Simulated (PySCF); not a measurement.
# C₃H₈AsB: electronic excitations and core binding energies

Wanted: the electronic excitations and core binding energies of C₃H₈AsB (`C#C[B@@H-](C)[AsH3+]`), by calculation.

Computed with PySCF 2.14.0, with density-fitted response routines of our own, on a single molecule in the gas phase. Atoms are numbered from 0 throughout.

## Step 1: The starting structure

13 atoms, charge 0, multiplicity 1; geometry from: GFN2-xTB.

Bonds of the start (Å): C0–C1 1.21, C1–B2 1.51, B2–C3 1.58, C0–H5 1.05, B2–H6 1.17, C3–H7 1.09, C3–H8 1.09, C3–H9 1.09, As4–H10 1.50, As4–H11 1.50, As4–H12 1.49.

The optimised geometry no longer has the bonds of the starting formula, so what follows describes that rearranged structure.

## Step 2: Ultraviolet spectrum: CAM-B3LYP/def2-SVPD

What the job is given:

```
{"job": {"kind": "uv", "xc": "CAM-B3LYP", "basis": "def2-SVPD", "nstates": 8, "ntriplets": 3}, "charge": 0, "multiplicity": 1}
C      2.210679    -1.019933     1.140666
C      1.212966    -1.101763     0.466894
B     -0.030671    -1.227936    -0.371481
C     -1.453266    -0.991734     0.262881
As     0.162811     1.835030    -1.018533
H      3.080710    -0.955577     1.729812
H      0.069366    -1.570464    -1.489509
H     -1.968408    -1.946383     0.375293
H     -2.079728    -0.389805    -0.398673
H     -1.430554    -0.516674     1.241578
H     -0.925759     2.828051    -1.309222
H      1.159930     2.951332    -1.086213
H     -0.012466     2.106343     0.438781
```

With the program's defaults for keys left out, this is: TDDFT CAM-B3LYP/def2-SVPD, vertical, gas phase, core orbitals frozen in the response.

Launch:

```console
> OMP_NUM_THREADS=1 python probes_run.py task.json out
```

One launch serves the whole session: the jobs run in the order shown.

The program printed:

```text
coarse grid: 47832 points
cycle   1  E = -2379.3807905168  dE = -5.327e-01  |g| = 3.927e-01  |ddm| = 1.105e+01
cycle   2  E = -2379.3918270133  dE = -1.104e-02  |g| = 3.481e-01  |ddm| = 1.553e+00
cycle   3  E = -2379.4166556927  dE = -2.483e-02  |g| = 9.878e-02  |ddm| = 6.441e-01
cycle   4  E = -2379.4189200224  dE = -2.264e-03  |g| = 3.287e-02  |ddm| = 1.951e-01
cycle   5  E = -2379.4191933898  dE = -2.734e-04  |g| = 4.508e-03  |ddm| = 1.133e-01
cycle   6  E = -2379.4191997334  dE = -6.344e-06  |g| = 1.279e-03  |ddm| = 1.442e-02
final grid: 100888 points
cycle   7  E = -2379.4191778539  dE = -4.738e-07  |g| = 1.048e-03  |ddm| = 5.858e-03
cycle   8  E = -2379.4191779305  dE = -7.663e-08  |g| = 1.027e-03  |ddm| = 3.552e-03
cycle   9  E = -2379.4191781377  dE = -2.072e-07  |g| = 1.907e-04  |ddm| = 1.622e-03
cycle  10  E = -2379.4191781488  dE = -1.105e-08  |g| = 6.578e-05  |ddm| = 2.806e-04
cycle  11  E = -2379.4191781527  dE = -3.963e-09  |g| = 2.411e-05  |ddm| = 1.863e-04
cycle  12  E = -2379.4191781530  dE = -2.988e-10  |g| = 4.083e-06  |ddm| = 6.946e-05
converged SCF energy = -2379.4191781530

Static polarisability (au): isotropic 85.036, principal 70.053 86.508 98.547

Singlet excitations
state   eV       nm        f      main configurations
  1   4.3771    283.3   0.00010   H-1->L 0.70, H->L 0.26
  2   5.5437    223.6   0.14181   H->L 0.52, H-1->L 0.19, H-2->L 0.16
  3   6.2676    197.8   0.14336   H-2->L 0.60, H->L 0.18
  4   6.4997    190.8   0.00735   H-3->L 0.79
  5   6.9546    178.3   0.00371   H-6->L 0.46, H-4->L 0.35
  6   7.1405    173.6   0.02151   H->L+1 0.23, H-2->L+6 0.14
  7   7.2394    171.3   0.08603   H->L+1 0.32, H->L+2 0.13, H-1->L+1 0.12
  8   7.4162    167.2   0.01735   H->L+2 0.41, H-1->L+2 0.12

Triplet excitations (Tamm-Dancoff, eV): 4.0567 4.2431 5.5011
```

Wall time 44 s (1 thread of Arm Neoverse V2, shared host); peak memory 0.83 GiB.

The orbitals next to the gap, with their largest atomic shares:

```tsv
orbital	eV	atoms
HOMO−3	-11.26	B2 25 %, C3 23 %, H6 18 %
HOMO−2	-10.12	C1 33 %, C0 29 %, As4 15 %
HOMO−1	-9.22	C0 32 %, C1 28 %, As4 13 %
HOMO	-9.20	As4 37 %, C0 17 %, C1 17 %
LUMO	-0.66	B2 33 %, C1 19 %, C0 19 %
LUMO+1	1.01	As4 30 %, B2 22 %, H12 8 %
LUMO+2	1.42	As4 40 %, H10 10 %, H11 9 %
```

With each of the 8 states as a Gaussian band of 0.4 eV half-width at 1/e, the curve within the window shown has maxima at 222 nm (ε 6,000), 199 nm (ε 6,300), 172 nm (ε 5,000) L/(mol cm). Beyond the last state computed it falls off for lack of states. The curve at chosen wavelengths:

```json
{"nm": "161", "ε (L/mol/cm)": "1355"}
{"nm": "168", "ε (L/mol/cm)": "4332"}
{"nm": "174", "ε (L/mol/cm)": "4770"}
{"nm": "181", "ε (L/mol/cm)": "2981"}
{"nm": "188", "ε (L/mol/cm)": "3630"}
{"nm": "194", "ε (L/mol/cm)": "5623"}
{"nm": "201", "ε (L/mol/cm)": "6151"}
{"nm": "208", "ε (L/mol/cm)": "5233"}
{"nm": "214", "ε (L/mol/cm)": "5295"}
{"nm": "221", "ε (L/mol/cm)": "5964"}
{"nm": "228", "ε (L/mol/cm)": "5492"}
{"nm": "234", "ε (L/mol/cm)": "4048"}
{"nm": "241", "ε (L/mol/cm)": "2197"}
{"nm": "248", "ε (L/mol/cm)": "942"}
{"nm": "255", "ε (L/mol/cm)": "333"}
{"nm": "261", "ε (L/mol/cm)": "121"}
{"nm": "268", "ε (L/mol/cm)": "34"}
{"nm": "275", "ε (L/mol/cm)": "11"}
{"nm": "281", "ε (L/mol/cm)": "6"}
{"nm": "288", "ε (L/mol/cm)": "4"}
{"nm": "295", "ε (L/mol/cm)": "3"}
{"nm": "301", "ε (L/mol/cm)": "3"}
{"nm": "308", "ε (L/mol/cm)": "2"}
{"nm": "315", "ε (L/mol/cm)": "1"}
{"nm": "321", "ε (L/mol/cm)": "1"}
{"nm": "328", "ε (L/mol/cm)": "0"}
```

Ground-state properties from the same run:

```tsv
property	computed
dipole moment (D)	0.82
polarisability (Å³)	12.60
HOMO–LUMO gap (eV)	8.54
−ε(HOMO) (eV)	9.20
```

## Step 3: Core holes by ΔSCF: SCAN, X2C

Settings changed since step 2:

```diff
@@ -1,2 +1,2 @@
-{"job": {"kind": "uv", "xc": "CAM-B3LYP", "basis": "def2-SVPD", "nstates": 8, "ntriplets": 3}, "charge": 0, "multiplicity": 1}
+{"job": {"kind": "xps"}, "charge": 0, "multiplicity": 1}
 C      2.210679    -1.019933     1.140666
```

Method: delta-SCF UKS SCAN, pcX-2 on the ionised atom, pcseg-1 elsewhere, spin-free X2C.

The program printed:

```text
ground state, core basis on atom 0 (C), 154 functions
  cycle   1  E = -2399.19396989  |g| = 5.26e-01
  cycle   2  E = -2399.11505843  |g| = 7.22e-01
  cycle   3  E = -2399.24493388  |g| = 3.05e-01
  cycle   4  E = -2399.27043653  |g| = 3.61e-02
  cycle   5  E = -2399.27080214  |g| = 7.91e-03
  cycle   6  E = -2399.27081956  |g| = 2.54e-03
  cycle   7  E = -2399.27082287  |g| = 8.37e-04
  cycle   8  E = -2399.27082295  |g| = 2.61e-04
  E(ground) = -2399.17834606 Eh
hole in C 1s of atom 0
  cycle   1  E = -2388.02099947  |g| = 1.50e+00
  cycle   2  E = -2385.70317198  |g| = 2.26e+00
  cycle   3  E = -2388.38584139  |g| = 5.57e-01
  cycle   4  E = -2388.53202774  |g| = 3.72e-01
  cycle   5  E = -2388.57637280  |g| = 2.48e-01
  cycle   6  E = -2388.60438567  |g| = 4.72e-02
  cycle   7  E = -2388.60605668  |g| = 1.48e-02
  cycle   8  E = -2388.60635976  |g| = 9.20e-03
  cycle   9  E = -2388.60650598  |g| = 6.61e-03
  cycle  10  E = -2388.60660687  |g| = 3.21e-03
  cycle  11  E = -2388.60662765  |g| = 1.44e-03
  cycle  12  E = -2388.60662965  |g| = 5.78e-04
  cycle  13  E = -2388.60663040  |g| = 2.14e-04
  E(ion) = -2388.51360982 Eh   <S^2> = 0.8454   hole on atom = 1.000   binding energy = 290.202 eV
ground state, core basis on atom 1 (C), 154 functions
  cycle   1  E = -2399.27048172  |g| = 6.70e-02
  cycle   2  E = -2399.26795164  |g| = 1.04e-01
  cycle   3  E = -2399.27023797  |g| = 4.63e-02
  cycle   4  E = -2399.27082919  |g| = 6.74e-03
  cycle   5  E = -2399.27084331  |g| = 8.10e-04
  cycle   6  E = -2399.27084420  |g| = 2.15e-04
  E(ground) = -2399.17855343 Eh
hole in C 1s of atom 1
  cycle   1  E = -2388.03996563  |g| = 1.51e+00
  cycle   2  E = -2386.17622414  |g| = 2.07e+00
  cycle   3  E = -2388.43225229  |g| = 5.05e-01
  cycle   4  E = -2388.54111969  |g| = 3.56e-01
  cycle   5  E = -2388.58053731  |g| = 2.29e-01
  cycle   6  E = -2388.60706064  |g| = 4.87e-02
  cycle   7  E = -2388.60871084  |g| = 1.43e-02
  cycle   8  E = -2388.60908730  |g| = 8.53e-03
  cycle   9  E = -2388.60935631  |g| = 5.56e-03
  cycle  10  E = -2388.60945524  |g| = 3.45e-03
  cycle  11  E = -2388.60947315  |g| = 1.74e-03
  cycle  12  E = -2388.60947798  |g| = 9.41e-04
  cycle  13  E = -2388.60948060  |g| = 5.95e-04
  cycle  14  E = -2388.60947924  |g| = 3.12e-04
  E(ion) = -2388.51621167 Eh   <S^2> = 0.8607   hole on atom = 1.000   binding energy = 290.137 eV
ground state, core basis on atom 2 (B), 154 functions
  cycle   1  E = -2399.25899854  |g| = 5.34e-02
  cycle   2  E = -2399.25739804  |g| = 8.14e-02
  cycle   3  E = -2399.25885343  |g| = 3.92e-02
  cycle   4  E = -2399.25927661  |g| = 6.71e-03
  cycle   5  E = -2399.25928683  |g| = 6.38e-04
  cycle   6  E = -2399.25928756  |g| = 1.86e-04
  E(ground) = -2399.16746172 Eh
hole in B 1s of atom 2
  cycle   1  E = -2391.64692373  |g| = 1.16e+00
  cycle   2  E = -2389.80733026  |g| = 1.91e+00
  cycle   3  E = -2391.84663839  |g| = 5.72e-01
  cycle   4  E = -2391.94949229  |g| = 4.27e-01
  cycle   5  E = -2391.88526899  |g| = 4.27e-01
  cycle   6  E = -2392.06501069  |g| = 6.00e-02
  cycle   7  E = -2392.06711446  |g| = 4.10e-02
  cycle   8  E = -2392.06868495  |g| = 1.39e-02
  cycle   9  E = -2392.06882952  |g| = 6.16e-03
  cycle  10  E = -2392.06887360  |g| = 4.41e-03
  cycle  11  E = -2392.06890779  |g| = 3.54e-03
  cycle  12  E = -2392.06892954  |g| = 2.47e-03
  cycle  13  E = -2392.06893779  |g| = 8.22e-04
  cycle  14  E = -2392.06893833  |g| = 3.46e-04
  E(ion) = -2391.97813652 Eh   <S^2> = 0.8634   hole on atom = 1.000   binding energy = 195.632 eV
ground state, core basis on atom 3 (C), 154 functions
  cycle   1  E = -2399.26564158  |g| = 5.71e-02
  cycle   2  E = -2399.26552216  |g| = 2.54e-02
  cycle   3  E = -2399.26521280  |g| = 4.12e-02
  cycle   4  E = -2399.26567371  |g| = 1.24e-02
  cycle   5  E = -2399.26571018  |g| = 5.98e-04
  cycle   6  E = -2399.26571056  |g| = 5.75e-05
  E(ground) = -2399.17247074 Eh
hole in C 1s of atom 3
  cycle   1  E = -2388.04877770  |g| = 1.50e+00
  cycle   2  E = -2387.43817053  |g| = 1.73e+00
  cycle   3  E = -2388.46722387  |g| = 5.14e-01
  cycle   4  E = -2388.42582417  |g| = 5.45e-01
  cycle   5  E = -2388.60870019  |g| = 7.19e-02
  cycle   6  E = -2388.61106985  |g| = 2.75e-02
  cycle   7  E = -2388.61150586  |g| = 7.41e-03
  cycle   8  E = -2388.61154192  |g| = 2.02e-03
  cycle   9  E = -2388.61154493  |g| = 1.05e-03
  cycle  10  E = -2388.61154476  |g| = 4.21e-04
  E(ion) = -2388.51738793 Eh   <S^2> = 0.7659   hole on atom = 1.000   binding energy = 289.940 eV
```

Wall time 45 s (1 thread of Arm Neoverse V2, shared host); peak memory 0.62 GiB.

The holes in one table. −ε is the ground-state orbital energy:

```tsv
hole	stands for	ΔSCF (eV)	−ε (eV)	⟨S²⟩
C1s on C0	C0	290.20	273.7	0.845
C1s on C1	C1	290.14 (doubtful)	273.2	0.861
B1s on B2	B2	195.63 (doubtful)	180.2	0.863
C1s on C3	C3	289.94	272.9	0.766
```

Doubtful: the ion did not converge, its hole moved, or its ⟨S²⟩ is well above 0.75.

## Step 4: Summary of results

| quantity | value |
| --- | --- |
| lowest singlet (CAM-B3LYP/def2-SVPD) | 4.38 eV (283 nm), f = 0.000 |
| brightest single state of those computed | state 3, 6.27 eV, f = 0.143 |
| lowest triplet | 4.06 eV |
| C1s binding energies, SCAN/pcX-2 (standing for 2 of 3 atoms) | C0 290.20, C3 289.94 eV |

What this shows: The structure rearranged or came apart on optimisation; the results belong to the end geometry, not to the formula as drawn. The first singlet state (HOMO−1→LUMO 0.70, HOMO→LUMO 0.26) lies at 4.38 eV and is dark; of the 8 states computed, the strongest absorption comes from state 3 at 6.27 eV. The lowest triplet lies 0.32 eV below the lowest singlet (triplets in Tamm-Dancoff, singlets in full TDDFT). The C1s levels kept as sound span 0.26 eV, from C3 up to C0. Only 2 of the 3 C atoms are covered by sound results.
